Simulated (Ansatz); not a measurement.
# ZnNi: the cost of one run

Method: DFT, r2SCAN, PAW with Ansatz's default frozen-core files, scalar-relativistic, in Ansatz 0.2.0.

**1. The structure to begin with**

The structure is tetragonal, space group P4/mmm (No. 123). The conventional cell has a = 2.754 Å, b = 2.754 Å, c = 3.214 Å, α = 90.00°, β = 90.00°, γ = 90.00°. Around Zn (site symmetry 4/mmm) lie 8 Ni at 2.52 Å and 4 Zn at 2.75 Å. Around Ni (site symmetry 4/mmm) lie 8 Zn at 2.52 Å and 4 Ni at 2.75 Å.

Coordinates:

```
Zn Ni
1.0
     2.75418    0.00000    0.00000
     0.00000    2.75418    0.00000
     0.00000    0.00000    3.21400
Zn Ni
1 1
Direct
  0.50000 0.50000 0.50000
  0.00000 0.00000 0.00000
```

Atoms are numbered in the order of the input: Zn1, Ni2.

**2. Free moments from the typed start, PAW**

Input file input.yaml:

```yaml
crystal:
  lattice:
    - [2.7541809127, 0.0, 0.0]
    - [0.0, 2.7541809127, 0.0]
    - [0.0, 0.0, 3.214]
  atoms:
    - { symbol: Zn, position: [0.5, 0.5, 0.5] }
    - { symbol: Ni, position: [0.0, 0.0, 0.0], spin: 1.5 }
magnetization:
  spin_polarized: true
kpoints:
  mp_grid: { grid: [12, 12, 10] }
scf:
  occupations: { method: fermi_dirac, width: 0.05 }
  lower_state_search: "off"
hamiltonian:
  xc: r2scan
  pseudopotentials: { kind: paw }
output:
  forces: true
  stress: true
  eigenvalues: true
  populations: true
```

Started as:

```
> ansatz run input.yaml --threads 1 --pin off --max-ram 3072MiB --backend cpu --events-out ev --progress --plain --runs-dir out
```

Q: Estimate wall time and peak memory on 1 thread of Arm Neoverse V2, shared host.

About 54 s, with a peak of 0.49 GiB.
